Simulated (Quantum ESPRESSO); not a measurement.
# Si3C (P6/mmm) in Quantum ESPRESSO: notebook

The runs below take Si3C through phonons, with PBEsol, RPBE, AM05.

Program: Quantum ESPRESSO 7.5. These are calculated values, not measurements. Logs are shortened: lines on timing, memory, paths and dates and some standing lists are left out, and cuts for length are marked.

### 1 The structure

It takes space group P6/mmm (No. 191, hexagonal). The conventional cell has a = 4.915 Å, b = 4.915 Å, c = 2.433 Å, α = 90.00°, β = 90.00°, γ = 120.00°. Si (site symmetry mmm) has 6 Si at 2.43 to 2.46 Å and 2 C at 2.46 Å as nearest neighbours. C (site symmetry 6/mmm) is surrounded by 2 C at 2.43 Å and 6 Si at 2.46 Å.

The cell was built by a generator and needn't be a form met in nature.

### 2 Phonons, PBEsol

pw.in reads:

```
&CONTROL
  calculation = 'scf'
  prefix = 'pwscf'
  outdir = './tmp'
  pseudo_dir = './pseudo'
  tprnfor = .true.
  tstress = .true.
  disk_io = 'low'
/
&SYSTEM
  ibrav = 0
  celldm(1) = 8
  nat = 4
  ntyp = 2
  ecutwfc = 45
  ecutrho = 360
  nbnd = 14
  occupations = 'smearing'
  smearing = 'mv'
  degauss = 0.01469973
/
&ELECTRONS
  conv_thr = 8d-10
  electron_maxstep = 120
  mixing_beta = 0.5
/
ATOMIC_SPECIES
Si    28.0850 si_pbesol_v1.uspp.F.UPF
C     12.0110 c_pbesol_v1.2.uspp.F.UPF
CELL_PARAMETERS alat
  1.1609532446638   0.0000000000000   0.0000000000000
 -0.5804766223319   1.0054146116612   0.0000000000000
  0.0000000000000   0.0000000000000   0.5747389413860
ATOMIC_POSITIONS crystal
Si     0.5000000000    0.0000000000    0.5000000000
Si     0.0000000000    0.5000000000    0.5000000000
Si     0.5000000000    0.5000000000    0.5000000000
C      0.0000000000    0.0000000000    0.5000000000
K_POINTS automatic
6 6 11 0 0 0
```

relax.in reads:

```
&CONTROL
  calculation = 'vc-relax'
  prefix = 'pwscf'
  outdir = './tmp'
  pseudo_dir = './pseudo'
  tprnfor = .true.
  tstress = .true.
  disk_io = 'low'
  nstep = 40
  forc_conv_thr = 0.0001
  etot_conv_thr = 1d-06
/
&SYSTEM
  ibrav = 0
  celldm(1) = 8
  nat = 4
  ntyp = 2
  ecutwfc = 45
  ecutrho = 360
  nbnd = 14
  occupations = 'smearing'
  smearing = 'mv'
  degauss = 0.01469973
/
&ELECTRONS
  conv_thr = 8d-10
  electron_maxstep = 120
  mixing_beta = 0.5
/
&IONS
  ion_dynamics = 'bfgs'
/
&CELL
  cell_dynamics = 'bfgs'
  press = 0
  press_conv_thr = 0.2
/
ATOMIC_SPECIES
Si    28.0850 si_pbesol_v1.uspp.F.UPF
C     12.0110 c_pbesol_v1.2.uspp.F.UPF
CELL_PARAMETERS alat
  1.1609532446638   0.0000000000000   0.0000000000000
 -0.5804766223319   1.0054146116612   0.0000000000000
  0.0000000000000   0.0000000000000   0.5747389413860
ATOMIC_POSITIONS crystal
Si     0.5000000000    0.0000000000    0.5000000000
Si     0.0000000000    0.5000000000    0.5000000000
Si     0.5000000000    0.5000000000    0.5000000000
C      0.0000000000    0.0000000000    0.5000000000
K_POINTS automatic
6 6 11 0 0 0
```

scf2.in reads:

```
&CONTROL
  calculation = 'scf'
  prefix = 'pwscf'
  outdir = './tmp'
  pseudo_dir = './pseudo'
  tprnfor = .true.
  tstress = .true.
  disk_io = 'low'
/
&SYSTEM
  ibrav = 0
  celldm(1) = 8
  nat = 4
  ntyp = 2
  ecutwfc = 45
  ecutrho = 360
  nbnd = 14
  occupations = 'smearing'
  smearing = 'mv'
  degauss = 0.01469973
/
&ELECTRONS
  conv_thr = 1d-13
  electron_maxstep = 120
  mixing_beta = 0.5
  startingpot = 'file'
  startingwfc = 'file'
/
ATOMIC_SPECIES
Si    28.0850 si_pbesol_v1.uspp.F.UPF
C     12.0110 c_pbesol_v1.2.uspp.F.UPF
CELL_PARAMETERS alat
  1.1497023739215   0.0000000000000   0.0000000000000
 -0.5748511869608   0.9956714626073   0.0000000000000
  0.0000000000000   0.0000000000000   0.5700335343434
ATOMIC_POSITIONS crystal
Si     0.5000000000    0.0000000000    0.5000000000
Si     0.0000000000    0.5000000000    0.5000000000
Si     0.5000000000    0.5000000000    0.5000000000
C      0.0000000000    0.0000000000    0.5000000000
K_POINTS automatic
6 6 11 0 0 0
```

ph.in reads:

```
phonons of Si3C
&INPUTPH
  prefix = 'pwscf'
  outdir = './tmp'
  tr2_ph = 1d-18
  fildyn = 'dyn'
  niter_ph = 90
  alpha_mix(1) = 0.4
/
0.0000000000 0.0000000000 0.0000000000
```

dynmat.in reads:

```
&INPUT
  fildyn = 'dyn'
  asr = 'crystal'
  filout = 'dynmat.disp'
  fileig = 'dynmat.eig'
/
```

Potentials or basis: GBRV 1.5 PBEsol.

Launch:

```bash
$ OMP_NUM_THREADS=1 mpirun -n 4 pw.x -nk 4 -in pw.in > pw.out
$ OMP_NUM_THREADS=1 mpirun -n 4 pw.x -nk 4 -in relax.in > relax.out
$ OMP_NUM_THREADS=1 mpirun -n 4 pw.x -nk 4 -in scf2.in > scf2.out
$ OMP_NUM_THREADS=1 mpirun -n 4 ph.x -nk 4 -in ph.in > ph.out
$ OMP_NUM_THREADS=1 mpirun -n 1 dynmat.x -in dynmat.in > dynmat.out
```

pw.out:

```text
This program is part of the open-source Quantum ESPRESSO suite
     for quantum simulation of materials; please cite
[... 6 lines left out ...]
     using ibrav=0 with symmetry is DISCOURAGED, use correct ibrav instead

     K-points division:     npool     =       4
     Subspace diagonalization in iterative solution of the eigenvalue problem:
     a serial algorithm will be used

     G-vector sticks info
     --------------------
     sticks:   dense  smooth     PW     G-vecs:    dense   smooth      PW
     Sum        2149    1069    337                39567    13939    2447

     Using Slab Decomposition

     bravais-lattice index     =            0
     lattice parameter (alat)  =       8.0000  a.u.
     unit-cell volume          =     343.4793 (a.u.)^3
     number of atoms/cell      =            4
     number of atomic types    =            2
     number of electrons       =        16.00
     number of Kohn-Sham states=           14
     kinetic-energy cutoff     =      45.0000  Ry
     charge density cutoff     =     360.0000  Ry
     scf convergence threshold =      8.0E-10
     mixing beta               =       0.5000
     number of iterations used =            8  plain     mixing
     Exchange-correlation= SLA  PW   PSX  PSC
                           (   1   4  10   8   0   0   0)

     celldm(1)=   8.000000  celldm(2)=   0.000000  celldm(3)=   0.000000
     celldm(4)=   0.000000  celldm(5)=   0.000000  celldm(6)=   0.000000

     crystal axes: (cart. coord. in units of alat)
               a(1) = (   1.160953   0.000000   0.000000 )
               a(2) = (  -0.580477   1.005415   0.000000 )
               a(3) = (   0.000000   0.000000   0.574739 )

     reciprocal axes: (cart. coord. in units 2 pi/alat)
               b(1) = (  0.861361  0.497307 -0.000000 )
               b(2) = (  0.000000  0.994615  0.000000 )
               b(3) = (  0.000000 -0.000000  1.739920 )

     PseudoPot. # 1 for Si read from file:
     si_pbesol_v1.uspp.F.UPF
     Pseudo is Ultrasoft + core correction, Zval =  4.0
     Generated by new atomic code, or converted to UPF format
     Using radial grid of  899 points,  6 beta functions with:
                l(1) =   0
                l(2) =   0
                l(3) =   1
                l(4) =   1
                l(5) =   2
                l(6) =   2
     Q(r) pseudized with  8 coefficients,  rinner =    0.900   0.900   0.900
                                                       0.900   0.900

     PseudoPot. # 2 for C  read from file:
     c_pbesol_v1.2.uspp.F.UPF
     Pseudo is Ultrasoft + core correction, Zval =  4.0
     Generated by new atomic code, or converted to UPF format
     Using radial grid of  721 points,  4 beta functions with:
                l(1) =   0
                l(2) =   0
                l(3) =   1
                l(4) =   1
     Q(r) pseudized with  8 coefficients,  rinner =    1.100   1.100   1.100

     atomic species   valence    mass     pseudopotential
     Si                4.00    28.08500     Si( 1.00)
     C                 4.00    12.01100     C ( 1.00)

     24 Sym. Ops., with inversion, found

   Cartesian axes

     site n.     atom                  positions (alat units)
         1        Si     tau(   1) = (   0.5804766   0.0000000   0.2873695  )
         2        Si     tau(   2) = (  -0.2902383   0.5027073   0.2873695  )
         3        Si     tau(   3) = (   0.2902383   0.5027073   0.2873695  )
         4        C      tau(   4) = (   0.0000000   0.0000000   0.2873695  )

     number of k points=    42  Marzari-Vanderbilt smearing, width (Ry)=  0.0147
                       cart. coord. in units 2pi/alat
        k(    1) = (   0.0000000   0.0000000   0.0000000), wk =   0.0050505
        k(    2) = (   0.0000000   0.0000000   0.1581746), wk =   0.0101010
        k(    3) = (   0.0000000   0.0000000   0.3163492), wk =   0.0101010
        k(    4) = (   0.0000000   0.0000000   0.4745237), wk =   0.0101010
        k(    5) = (   0.0000000   0.0000000   0.6326983), wk =   0.0101010
        k(    6) = (   0.0000000   0.0000000   0.7908729), wk =   0.0101010
[... 34 lines left out ...]
        k(   41) = (   0.2871204   0.4973073   0.6326983), wk =   0.0202020
        k(   42) = (   0.2871204   0.4973073   0.7908729), wk =   0.0202020

     Dense  grid:    39567 G-vectors     FFT dimensions: (  60,  60,  27)

     Smooth grid:    13939 G-vectors     FFT dimensions: (  40,  40,  20)

     Initial potential from superposition of free atoms

     starting charge      15.9980, renormalised to      16.0000
     Starting wfcs are   16 randomized atomic wfcs

     Self-consistent Calculation

     iteration #  1     ecut=    45.00 Ry     beta= 0.50
     Davidson diagonalization with overlap
     ethr =  1.00E-02,  avg # of iterations =  4.1

     Threshold (ethr) on eigenvalues was too large:
     Diagonalizing with lowered threshold

     Davidson diagonalization with overlap
     ethr =  3.16E-04,  avg # of iterations =  2.7

     total energy              =     -39.81703602 Ry
     estimated scf accuracy    <       0.04755380 Ry

     iteration #  2     ecut=    45.00 Ry     beta= 0.50
     Davidson diagonalization with overlap
     ethr =  2.97E-04,  avg # of iterations =  2.1

     total energy              =     -39.81824115 Ry
     estimated scf accuracy    <       0.04689244 Ry

     iteration #  3     ecut=    45.00 Ry     beta= 0.50
     Davidson diagonalization with overlap
     ethr =  2.93E-04,  avg # of iterations =  1.5

     total energy              =     -39.82640662 Ry
     estimated scf accuracy    <       0.00476036 Ry
[... 26 lines left out ...]
     total energy              =     -39.82691169 Ry
     estimated scf accuracy    <       0.00000013 Ry

     iteration #  8     ecut=    45.00 Ry     beta= 0.50
     Davidson diagonalization with overlap
     ethr =  5.42E-10,  avg # of iterations =  1.5

     total energy              =     -39.82691170 Ry
     estimated scf accuracy    <          9.7E-10 Ry

     iteration #  9     ecut=    45.00 Ry     beta= 0.50
     Davidson diagonalization with overlap
     ethr =  6.07E-12,  avg # of iterations =  3.3

     End of self-consistent calculation

          k = 0.0000 0.0000 0.0000 (  1713 PWs)   bands (ev):

    -4.8383   1.1741   2.5062   3.0329   3.0329   3.4420   3.4420  14.0864
    14.0865  14.2259  16.7435  17.6963  18.5893  19.3509

          k = 0.0000 0.0000 0.1582 (  1707 PWs)   bands (ev):

    -4.6491   1.3291   2.6848   3.2298   3.2298   3.6074   3.6074  13.0533
    14.1770  14.1770  15.7053  17.8597  18.2052  18.3924

          k = 0.0000 0.0000 0.3163 (  1744 PWs)   bands (ev):

    -4.0865   1.7851   3.2150   3.8173   3.8173   4.0922   4.0922  10.4822
    13.7867  14.4134  14.4134  16.7482  16.7482  18.3472

          k = 0.0000 0.0000 0.4745 (  1762 PWs)   bands (ev):

    -3.1694   2.5025   4.0720   4.7856   4.7856   4.8532   4.8532   7.7394
    11.7351  14.4968  14.4968  14.6341  14.6341  15.7540
[... 178 lines left out ...]
    -0.9514  -0.5210  -0.5210   5.9077   6.9769   6.9769   9.5145   9.5145
     9.5447  12.8902  13.2821  13.2821  14.3289  15.6277

          k = 0.2871 0.4973 0.6327 (  1767 PWs)   bands (ev):

     0.0342   0.7739   0.7739   6.5633   7.1805   7.1805   7.9458   7.9458
     8.0227  12.3673  13.6660  13.6660  15.3364  15.5849

          k = 0.2871 0.4973 0.7909 (  1776 PWs)   bands (ev):

     0.9107   2.2290   2.2290   5.1672   5.1672   5.6774   8.6397   8.6397
     8.9125  10.7232  14.2879  14.2879  15.3451  15.3451

     the Fermi energy is    10.0204 ev

!    total energy              =     -39.82691170 Ry
     estimated scf accuracy    <          8.0E-12 Ry
     smearing contrib. (-TS)   =      -0.00005626 Ry
     internal energy E=F+TS    =     -39.82685544 Ry

     The total energy is F=E-TS. E is the sum of the following terms:
     one-electron contribution =      16.46637335 Ry
     hartree contribution      =       1.46327867 Ry
     xc contribution           =     -16.31429191 Ry
     ewald contribution        =     -41.44221556 Ry

     convergence has been achieved in   9 iterations

     Forces acting on atoms (cartesian axes, Ry/au):

     atom    1 type  1   force =     0.00000000    0.00000000    0.00000000
     atom    2 type  1   force =     0.00000000    0.00000000   -0.00000000
     atom    3 type  1   force =    -0.00000000   -0.00000000    0.00000000
     atom    4 type  2   force =     0.00000000   -0.00000000    0.00000000

     Total force =     0.000000     Total SCF correction =     0.000000

     Computing stress (Cartesian axis) and pressure

          total   stress  (Ry/bohr**3)                   (kbar)     P=      -35.12
  -0.00024934  -0.00000000   0.00000000          -36.68       -0.00        0.00
  -0.00000000  -0.00024934   0.00000000           -0.00      -36.68        0.00
   0.00000000   0.00000000  -0.00021753            0.00        0.00      -32.00

=------------------------------------------------------------------------------=
   JOB DONE.
=------------------------------------------------------------------------------=
```

It took 1.9 min on 4 MPI ranks of Intel Xeon 6975P-C (Granite Rapids), shared host; peak memory 0.4 GiB.

Results:

```
Free energy                            : -541.8882 eV
Relaxed volume                         : 12.38 Å³/atom
Relaxed cell                           : a = 4.867 Å, b = 4.867 Å, c = 2.413 Å, α = 90.00°, β = 90.00°, γ = 120.00°
Space group after relaxing (to 0.05 Å) : P6/mmm (No. 191)
Pressure after relaxing                : 0.0 GPa
Band gap on the k mesh                 : none (metal or under the smearing width)
Highest phonon frequency at Γ          : 552 cm⁻¹
Most unstable mode                     : 290i cm⁻¹
```

The path:
```tsv
step	energy change (eV)	largest force (eV/Å)	pressure (GPa)	volume (Å³)
1	0.0000	0.0000	-3.51	50.90
2	-0.0137	0.0000	-1.29	49.99
3	-0.0157	0.0000	0.08	49.48
4	-0.0157	0.0000	0.00	49.51
```

Final structure:
```cif
data_structure
_symmetry_space_group_name_H-M 'P 1'
_symmetry_Int_Tables_number 1
_cell_length_a 4.8672
_cell_length_b 4.8672
_cell_length_c 2.4132
_cell_angle_alpha 90.000
_cell_angle_beta 90.000
_cell_angle_gamma 120.000
_cell_volume 49.51
loop_
_atom_site_label
_atom_site_type_symbol
_atom_site_fract_x
_atom_site_fract_y
_atom_site_fract_z
_atom_site_occupancy
Si1 Si 0.50000 0.00000 0.50000 1
Si2 Si 0.00000 0.50000 0.50000 1
Si3 Si 0.50000 0.50000 0.50000 1
C1 C 0.00000 0.00000 0.50000 1
```

Phonon frequencies in cm⁻¹ (negative: imaginary):
```tsv
q point	frequencies
(0.000, 0.000, 0.000)	-290 -290 -267 -4 0 0 97 97 311 330 330 552
```

Optical modes at Γ, degenerate ones joined:
```
cm⁻¹  components  symmetry  active in
290i           2       E1u         IR
267i           1       B1u     silent
  97           2       E2u     silent
 311           1       A2u         IR
 330           2       E1u         IR
 552           1       B2u     silent
```

Caveat: the mesh is thin for the phonons of a metal; some modes are imaginary.

[end of part 1 of 2]
